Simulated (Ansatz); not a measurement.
Write a Python script for the Ansatz DFT code, driven from Python that makes a single point in a Gaussian basis of C3H11BSi, SMILES BC(C)(C)[SiH3]. Settings: PBE0, def2-TZVP basis, multiplicity 1.

Contents of `c3h11bsi.xyz`:
```text
16

B     0.04590    1.32430   -1.01990
C     0.09530    0.08440   -0.07610
C     0.79570    0.46700    1.20840
C     0.92010   -1.03900   -0.79300
Si   -1.65070   -0.47930    0.31050
H    -0.54460    2.36540   -0.65530
H     0.49770    1.35920   -2.11090
H     0.93150   -0.39430    1.89600
H     1.86730    0.82670    1.04710
H     0.29580    1.28220    1.78070
H     0.31580   -1.33830   -1.70810
H     0.92600   -1.93900   -0.11920
H     1.83380   -0.71210   -1.06050
H    -2.38290   -0.81440   -0.89590
H    -2.37580    0.59830    1.01250
H    -1.59380   -1.61360    1.22800
```

The script, `energy.py`:
```python
# -*- coding: utf-8 -*-
"""Single point of C3H11BSi."""

import ansatz as az
import numpy as np


def main():
    geometry = az.Crystal.molecule_from_extxyz("c3h11bsi.xyz")

    setup = geometry.calculation().basis(gaussian="def2-TZVP").functional("pbe0").forces()
    print(setup.to_yaml())
    report = setup.session().plan(threads=1).execute().report

    for key in ("converged", "free_energy_ev", "reference_energy_ev", "n_frozen", "n_occupied", "n_virtual"):
        print(f"{key:22s} {report[key]}")

    symbols = [site.symbol for site in geometry.cartesian_sites]
    forces = np.array(report["forces_ev_ang"])
    print("largest force", round(float(np.linalg.norm(forces, axis=1).max()), 4), "eV/A, rms", round(float(np.sqrt((forces ** 2).mean())), 4))

    charges = report["charge_distribution"]
    print("dipole moment", round(4.803205 * float(np.linalg.norm(charges["dipole_moment_e_ang"])), 3), "D")
    print("Mulliken:", [(s, round(q, 3)) for s, q in zip(symbols, charges["mulliken_charges_e"])])


if __name__ == "__main__":
    main()
```

```console
$ python energy.py
crystal:
  periodic: [false, false, false]
  atoms:
    - { symbol: B, position_ang: [0.0459, 1.3243, -1.0199] }
    - { symbol: C, position_ang: [0.0953, 0.0844, -0.0761] }
    - { symbol: C, position_ang: [0.7957, 0.467, 1.2084] }
    - { symbol: C, position_ang: [0.9201, -1.039, -0.793] }
    - { symbol: Si, position_ang: [-1.6507, -0.4793, 0.3105] }
    - { symbol: H, position_ang: [-0.5446, 2.3654, -0.6553] }
    - { symbol: H, position_ang: [0.4977, 1.3592, -2.1109] }
    - { symbol: H, position_ang: [0.9315, -0.3943, 1.896] }
    - { symbol: H, position_ang: [1.8673, 0.8267, 1.0471] }
    - { symbol: H, position_ang: [0.2958, 1.2822, 1.7807] }
    - { symbol: H, position_ang: [0.3158, -1.3383, -1.7081] }
    - { symbol: H, position_ang: [0.926, -1.939, -0.1192] }
    - { symbol: H, position_ang: [1.8338, -0.7121, -1.0605] }
    - { symbol: H, position_ang: [-2.3829, -0.8144, -0.8959] }
    - { symbol: H, position_ang: [-2.3758, 0.5983, 1.0125] }
    - { symbol: H, position_ang: [-1.5938, -1.6136, 1.228] }
basis:
  gaussian:
    orbitals: def2-TZVP
hamiltonian:
  xc: pbe0
output:
  forces: true

converged              True
free_energy_ev         -11836.361828010122
reference_energy_ev    -11836.361828010122
n_frozen               0
n_occupied             [24, 24]
n_virtual              [203, 203]
largest force 5.8183 eV/A, rms 1.1629
dipole moment 0.879 D
Mulliken: [('B', -0.072), ('C', -0.039), ('C', -0.417), ('C', -0.368), ('Si', 0.132), ('H', 0.016), ('H', 0.03), ('H', 0.133), ('H', 0.124), ('H', 0.146), ('H', 0.127), ('H', 0.118), ('H', 0.137), ('H', -0.023), ('H', -0.021), ('H', -0.023)]
```

Notes:
- Total energies depend on the basis set; only differences at equal settings carry meaning.
- The geometry is a force-field or estimated start, not a minimum of this method, and the basis set is short of its limit.
- The whole script took 14 s on 1 thread of Arm Neoverse V2 (shared host), peak memory 0.69 GiB.
